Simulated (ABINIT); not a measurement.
# MgI2 (P-3m1) in ABINIT: a series of runs, part 2 of 2

ABINIT 10.8.3 (patched build). The steps go on from the part before.

## 3. Dielectric tensor, PBE

run.abi

```
# Datasets
ndtset 3

# Pseudopotentials
pp_dirpath "./"
pseudos "I.upf, Mg.upf"

# Structure
acell 4.14 4.14 6.88 Angstrom
rprim
     1.0000000000     0.0000000000     0.0000000000
    -0.5000000000     0.8660254038     0.0000000000
     0.0000000000     0.0000000000     1.0000000000
ntypat 2
znucl 53 12
natom 3
typat 1 1 2
xred
            2/3            1/3            3/4
            1/3            2/3            1/4
            0.0            0.0            0.0

# Plane-wave basis
ecut 40.0

# k points
ngkpt 4 4 2
nshiftk 1
shiftk 0.0 0.0 0.5

# Exchange and correlation
ixc 11

# Bands and occupations
nband 12
occopt 1

# SCF cycle
nstep 80
diemac 6.0

# Output
prteig 0
prtebands 0
prtwf 0
prtden 0
prtpot 0

# Dataset 1: ground state
kptopt1 1
tolvrs1 1.0e-15
prtwf1 1

# Dataset 2: derivatives of the wave functions by k
iscf2 -3
rfelfd2 2
rfdir2 1 1 1
getwfk2 1
kptopt2 2
nqpt2 1
qpt2 0.0 0.0 0.0
tolwfr2 1.0e-18
prtwf2 1

# Dataset 3: response at q = 0 to electric field
rfelfd3 3
rfdir3 1 1 1
getwfk3 1
getddk3 2
kptopt3 2
nqpt3 1
qpt3 0.0 0.0 0.0
tolvrs3 1.0e-8
```

mrgddb.in

```
merged_DDB
MgI2
2
runo_DS1_DDB
runo_DS3_DDB
```

anaddb.abi

```
ddb_filepath "merged_DDB"
output_file "anaddb.abo"
outdata_prefix "ana"
asr 1
chneut 1
dipdip 1
dieflag 2
enunit 0
```

Potentials or basis: PseudoDojo NC SR PBE v0.4.1 standard.

Run with:

```sh
$ abinit run.abi > log 2>&1
$ mrgddb < mrgddb.in > mrgddb.log 2>&1
$ anaddb anaddb.abi > anaddb.log 2>&1
```

run.abo:

```text
.Version 10.8.3 of ABINIT
 DATASET    1 : space group P-3 m 1 (#164); Bravais hP (primitive hexag.)
================================================================================
 Values of the parameters that define the memory need for DATASET  1.
     intxc =       0    ionmov =       0      iscf =       7    lmnmax =       6
     lnmax =       6     mgfft =      80  mpssoang =       3    mqgrid =    3702
     natom =       3  nloc_mem =       1    nspden =       1   nspinor =       1
    nsppol =       1      nsym =      12    n1xccc =    2501    ntypat =       2
    occopt =       1   xclevel =       2
       mpw =        8339          nfft =      184320          nkpt =           5
================================================================================
================================================================================

 DATASET    2 : space group P-3 m 1 (#164); Bravais hP (primitive hexag.)
================================================================================
 Values of the parameters that define the memory need for DATASET  2 (RF).
     intxc =       0      iscf =      -3    lmnmax =       6     lnmax =       6
     mgfft =      80  mpssoang =       3    mqgrid =    3702     natom =       3
  nloc_mem =       1    nspden =       1   nspinor =       1    nsppol =       1
      nsym =      12    n1xccc =    2501    ntypat =       2    occopt =       1
   xclevel =       2
      nfft =      184320          nkpt =          16
================================================================================
================================================================================

 DATASET    3 : space group P-3 m 1 (#164); Bravais hP (primitive hexag.)
================================================================================
 Values of the parameters that define the memory need for DATASET  3 (RF).
     intxc =       0      iscf =       7    lmnmax =       6     lnmax =       6
     mgfft =      80  mpssoang =       3    mqgrid =    3702     natom =       3
  nloc_mem =       1    nspden =       1   nspinor =       1    nsppol =       1
      nsym =      12    n1xccc =    2501    ntypat =       2    occopt =       1
   xclevel =       2
      nfft =      184320          nkpt =          16
================================================================================
================================================================================

--------------------------------------------------------------------------------
------------- Echo of variables that govern the present computation ------------
--------------------------------------------------------------------------------
 -outvars: echo values of preprocessed input variables --------
            acell      7.8234661613E+00  7.8234661613E+00  1.3001315746E+01 Bohr
              amu      1.26904470E+02  2.43050000E+01
           diemac      6.00000000E+00
             ecut      4.00000000E+01 Hartree
           getddk1          0
           getddk2          0
           getddk3          2
           getwfk1          0
           getwfk2          1
           getwfk3          1
             iscf1          7
             iscf2         -3
[... 480 lines left out ...]
 The set of symmetries contains only one element for this perturbation.
 symkpt : not enough symmetry to change the number of k points.

--------------------------------------------------------------------------------

--------------------------------------------------------------------------------
[... 32 lines left out ...]
 2DEtotal=   -0.1878505546E+03 Ha. Also 2DEtotal=   -0.511167399722E+04 eV
    (  non-var. 2DEtotal :   -1.8785055313E+02 Ha)

--------------------------------------------------------------------------------
 Perturbation wavevector (in red.coord.)   0.000000  0.000000  0.000000
 Perturbation : homogeneous electric field along direction   3
 The set of symmetries contains only one element for this perturbation.
 symkpt : not enough symmetry to change the number of k points.

--------------------------------------------------------------------------------

--------------------------------------------------------------------------------
[... 32 lines left out ...]
 2DEtotal=   -0.4005327754E+02 Ha. Also 2DEtotal=   -0.108990520559E+04 eV
    (  non-var. 2DEtotal :   -4.0053276407E+01 Ha)
================================================================================

 ---- first-order wavefunction calculations are completed ----

 ==> Compute Derivative Database <==
 The violation of the charge neutrality conditions
 by the effective charges is as follows :
    atom        electric field
 displacement     direction
       1               1       -0.430349        0.000000
       1               2        0.000000        0.000000
       1               3        0.000000        0.000000
       2               1        0.000000        0.000000
       2               2       -0.430349        0.000000
       2               3        0.000000        0.000000
       3               1        0.000000        0.000000
       3               2        0.000000        0.000000
       3               3        0.005820        0.000000

 Effective charge tensors after
 imposition of the charge neutrality (if requested by user),
 and eventual restriction to some part :
   atom    displacement
         1         1   -1.327600E+00    0.000000E+00    0.000000E+00
         1         2    2.002066E-16   -1.327600E+00    0.000000E+00
         1         3    0.000000E+00    0.000000E+00   -8.479610E-01
         2         1   -1.327600E+00    0.000000E+00    0.000000E+00
         2         2    2.002066E-16   -1.327600E+00    0.000000E+00
         2         3    0.000000E+00    0.000000E+00   -8.479610E-01
         3         1    2.655201E+00    0.000000E+00    0.000000E+00
         3         2   -4.004133E-16    2.655201E+00    0.000000E+00
         3         3    0.000000E+00    0.000000E+00    1.695922E+00
 Now, the imaginary part of the dynamical matrix is zeroed

  Dielectric tensor, in cartesian coordinates,
     j1       j2             matrix element
  dir pert dir pert     real part    imaginary part

   1    5   1    5         4.9829598777        -0.0000000000

   2    5   2    5         4.9829598778        -0.0000000000

   3    5   3    5         4.1271335714        -0.0000000000

  Effective charges, in cartesian coordinates,
  (from electric field response)
   if specified in the inputs, charge neutrality has been imposed
     j1       j2             matrix element
  dir pert dir pert     real part    imaginary part

   1    1   1    5        -1.3276004032         0.0000000000
   1    2   1    5        -1.3276004032         0.0000000000
   1    3   1    5         2.6552008191         0.0000000000

   2    1   2    5        -1.3276004032         0.0000000000
   2    2   2    5        -1.3276004032         0.0000000000
   2    3   2    5         2.6552008191         0.0000000000

   3    1   3    5        -0.8479610434         0.0000000000
   3    2   3    5        -0.8479610434         0.0000000000
   3    3   3    5         1.6959220867         0.0000000000

== END DATASET(S) ==============================================================
================================================================================

 -outvars: echo values of variables after computation  --------
            acell      7.8234661613E+00  7.8234661613E+00  1.3001315746E+01 Bohr
           etotal1    -8.5385483513E+01
           etotal2    -6.6660085224E+00
           etotal3    -4.0053277541E+01
            fcart1    -1.2619767609E-28  4.6365621437E-29  4.6463294991E-03
                       1.1472516008E-28 -5.2989281642E-29 -4.6463294991E-03
                       1.1472516008E-29  6.6236602053E-30 -0.0000000000E+00
            fcart3     0.0000000000E+00  0.0000000000E+00  0.0000000000E+00
                       0.0000000000E+00  0.0000000000E+00  0.0000000000E+00
                       0.0000000000E+00  0.0000000000E+00  0.0000000000E+00
            rprim      1.0000000000E+00  0.0000000000E+00  0.0000000000E+00
                      -5.0000000000E-01  8.6602540380E-01  0.0000000000E+00
                       0.0000000000E+00  0.0000000000E+00  1.0000000000E+00
           strten1    -3.6489540370E-05 -3.6489540455E-05 -8.6924349063E-06
                       0.0000000000E+00  0.0000000000E+00  0.0000000000E+00
           strten3     0.0000000000E+00  0.0000000000E+00  0.0000000000E+00
                       0.0000000000E+00  0.0000000000E+00  0.0000000000E+00
           xangst      2.0700000000E+00  1.1951150572E+00  5.1600000000E+00
                       1.7285744012E-18  2.3902301145E+00  1.7200000000E+00
                       0.0000000000E+00  0.0000000000E+00  0.0000000000E+00
             xred      6.6666666667E-01  3.3333333333E-01  7.5000000000E-01
                       3.3333333333E-01  6.6666666667E-01  2.5000000000E-01
                       0.0000000000E+00  0.0000000000E+00  0.0000000000E+00
 Calculation completed.
```

Run time: 3.8 min. Hardware: 1 thread of Arm Neoverse V1, shared host; peak memory 0.2 GiB.

The run converged, but some of its settings lie outside the range that counts as converged, so its numbers aren't taken as properties of the crystal.

Results:

* Free energy: -2323.4574 eV
* Pressure: 0.8 GPa
* Largest force: 0.239 eV/Å

Caveat: the k mesh is coarse (spacing up to 0.46 Å⁻¹), so the values aren't converged; the cell's inner coordinates are idealised or old, which leaves forces on the atoms; this functional lacks dispersion, which binds the layers, so the pressure and a relaxed spacing across them are unreliable.

## 4. Optical spectrum, PBE

run.abi

```
# Datasets
ndtset 3

# Pseudopotentials
pp_dirpath "./"
pseudos "I.upf, Mg.upf"

# Structure
acell 7.823466156 7.823466156 13.0013157374
rprim
     1.0000000000     0.0000000000     0.0000000000
    -0.5000000000     0.8660254038     0.0000000000
     0.0000000000     0.0000000000     1.0000000000
ntypat 2
znucl 53 12
natom 3
typat 1 1 2
xred
            2/3            1/3            3/4
            1/3            2/3            1/4
            0.0            0.0            0.0

# Plane-wave basis
ecut 1088.455450 eV

# k points
ngkpt 8 8 4
nshiftk 1
shiftk 0.0 0.0 0.5
istwfk *1

# Exchange and correlation
ixc 11

# Bands and occupations
occopt 1

# SCF cycle
nstep 80
diemac 6.0

# Output
iomode 3
prteig 0
prtebands 0

# Dataset 1: ground state
nband1 12
tolvrs1 1.0e-12
prtden1 1
prtwf1 0
kptopt1 1

# Dataset 2: empty bands at fixed density
iscf2 -2
getden2 1
nband2 24
nbdbuf2 4
tolwfr2 1.0e-12
nstep2 120
prtden2 0
kptopt2 1

# Dataset 3: wave functions and velocity matrix elements in the full zone
optdriver3 8
wfk_task3 "wfk_optics_fullbz"
getwfk3 2
nband3 20
kptopt3 1
prtevk3 1
inclvkb3 2
```

optic.abi

```
&FILES
 ddkfile_1 = 'runo_DS3_1_EVK.nc',
 ddkfile_2 = 'runo_DS3_2_EVK.nc',
 ddkfile_3 = 'runo_DS3_3_EVK.nc',
 wfkfile = 'runo_DS3_WFK.nc'
/
&PARAMETERS
 broadening = 0.001837,
 domega = 0.002,
 maxomega = 0.8,
 scissor = 0.000000,
 tolerance = 0.002
/
&COMPUTATIONS
 num_lin_comp = 2,
 lin_comp = 11,33,
 num_nonlin_comp = 0
/
```

Potentials or basis: PseudoDojo NC SR PBE v0.4.1 standard.

Run with:

```sh
$ abinit run.abi > log 2>&1
$ optic optic.abi > optic.log 2>&1
```

run.abo:

```text
.Version 10.8.3 of ABINIT
 DATASET    1 : space group P-3 m 1 (#164); Bravais hP (primitive hexag.)
================================================================================
 Values of the parameters that define the memory need for DATASET  1.
     intxc =       0    ionmov =       0      iscf =       7    lmnmax =       6
     lnmax =       6     mgfft =      80  mpssoang =       3    mqgrid =    3702
     natom =       3  nloc_mem =       1    nspden =       1   nspinor =       1
    nsppol =       1      nsym =      12    n1xccc =    2501    ntypat =       2
    occopt =       1   xclevel =       2
       mpw =        8348          nfft =      184320          nkpt =          30
================================================================================
================================================================================
[... 13 lines left out ...]
 DATASET    3 : space group P-3 m 1 (#164); Bravais hP (primitive hexag.)
================================================================================
 Values of the parameters that define the memory need for DATASET  3.
     intxc =       0    ionmov =       0      iscf =       7    lmnmax =       6
     lnmax =       6     mgfft =      80  mpssoang =       3    mqgrid =    3702
     natom =       3  nloc_mem =       1    nspden =       1   nspinor =       1
    nsppol =       1      nsym =      12    n1xccc =    2501    ntypat =       2
    occopt =       1   xclevel =       2
       mpw =        8348          nfft =      184320          nkpt =          30
================================================================================
================================================================================

[... 367 lines left out ...]
    nkpt:    256
    mband:   24
    nsppol:  1
    nspinor: 1
    useylm:  0
    inclvkb: 2
    bmin: 1, bmax: 24
    Computing diagonal and off-diagonal matrix elements
    Between band index bmin: 1, bmax: 24

== END DATASET(S) ==============================================================
================================================================================

 -outvars: echo values of variables after computation  --------
            acell      7.8234661560E+00  7.8234661560E+00  1.3001315737E+01 Bohr
           etotal1    -8.5386402888E+01
           etotal3     0.0000000000E+00
            fcart1     1.1472516016E-29 -3.3118301049E-29  4.5459814712E-03
                      -2.2945032031E-29  2.6494640839E-29 -4.5459814712E-03
                       1.1472516016E-29  6.6236602097E-30 -5.7824115866E-19
            fcart3     0.0000000000E+00  0.0000000000E+00  0.0000000000E+00
                       0.0000000000E+00  0.0000000000E+00  0.0000000000E+00
                       0.0000000000E+00  0.0000000000E+00  0.0000000000E+00
            rprim      1.0000000000E+00  0.0000000000E+00  0.0000000000E+00
                      -5.0000000000E-01  8.6602540380E-01  0.0000000000E+00
                       0.0000000000E+00  0.0000000000E+00  1.0000000000E+00
           strten1    -2.8774269684E-05 -2.8774269769E-05 -9.8739239430E-06
                       0.0000000000E+00  0.0000000000E+00  0.0000000000E+00
           strten3     0.0000000000E+00  0.0000000000E+00  0.0000000000E+00
                       0.0000000000E+00  0.0000000000E+00  0.0000000000E+00
           xangst      2.0699999986E+00  1.1951150564E+00  5.1599999965E+00
                       6.9142978109E-18  2.3902301129E+00  1.7199999988E+00
                       0.0000000000E+00  0.0000000000E+00  0.0000000000E+00
             xred      6.6666666667E-01  3.3333333333E-01  7.5000000000E-01
                       3.3333333333E-01  6.6666666667E-01  2.5000000000E-01
                       0.0000000000E+00  0.0000000000E+00  0.0000000000E+00
 Calculation completed.
```

optic_0001_0001-linopt.out:

```text
#calculated the component:  1  1  of dielectric function
 #broadening:    0.000000E+00    1.837000E-03
 #scissors shift:    0.000000E+00
 #energy window:    8.929672E+01eV    3.281594E+00Ha
 # Energy(eV)         Im(eps(w))
    2.721139E-01    2.800445E-03
    8.163416E-01    8.733572E-03
    1.360569E+00    1.578781E-02
    1.904797E+00    2.523858E-02
    2.449025E+00    3.978657E-02
    2.993252E+00    6.751048E-02
[... 32 lines left out ...]
    2.095277E+01    6.418708E-03
    2.149700E+01    5.597492E-03
[... 169 lines left out ...]
    1.904797E+00    1.566954E-01
    2.449025E+00    1.673207E-01
    2.993252E+00    1.836527E-01
[... 32 lines left out ...]
    2.095277E+01    3.796714E-02
    2.149700E+01    3.119408E-02
 # Energy(eV)         absorption coeff (in 10^6 m-1) = omega Im(eps) / c n(eps)
    1.632683E-01    6.249416E-04
    7.074960E-01    1.204253E-02
    1.251724E+00    4.005050E-02
    1.795951E+00    9.129779E-02
    2.340179E+00    1.815382E-01
    2.884407E+00    3.546941E-01
[... 32 lines left out ...]
    2.084392E+01    1.004477E+00
    2.138815E+01    7.730517E-01
```

It took 5.6 min on 1 thread of Intel Xeon Platinum 8259CL at 2.50GHz (Skylake/Cascade Lake), shared host; peak memory 0.87 GiB.

Results:

| Quantity | Value |
| --- | --- |
| Free energy | -2323.4824 eV |
| Pressure | 0.7 GPa |
| Largest force | 0.234 eV/Å |

Forces on the atoms (eV/Å):
```
I    0.000  0.000  0.234
I    0.000  0.000 -0.234
Mg   0.000  0.000  0.000
```

Stress tensor (GPa, compression positive):
```
0.85 0.00 0.00
0.00 0.85 0.00
0.00 0.00 0.29
```

Dielectric function (mean over the directions given):
```csv
energy (eV),real part,imaginary part
0.33,4.89,0.00
1.31,5.06,0.01
2.29,5.51,0.03
3.37,6.80,0.11
4.35,11.30,3.56
5.44,8.42,6.12
6.42,2.05,9.33
7.51,0.28,10.07
8.49,-3.59,4.42
9.58,-1.33,2.46
10.56,-1.72,1.40
11.65,-1.39,1.42
12.63,-0.99,0.67
13.71,-0.59,0.47
14.69,-0.50,0.26
15.78,-0.29,0.15
16.76,-0.04,0.05
17.85,0.16,0.02
18.83,0.27,0.02
19.92,0.38,0.01
```

Caveat: spectra need much finer meshes, so this one isn't converged; independent-particle spectra lack excitons; the cell's inner coordinates are idealised or old, which leaves forces on the atoms; this functional lacks dispersion, which binds the layers, so the pressure and a relaxed spacing across them are unreliable. Spin-orbit coupling is left out, which matters for the levels of I.
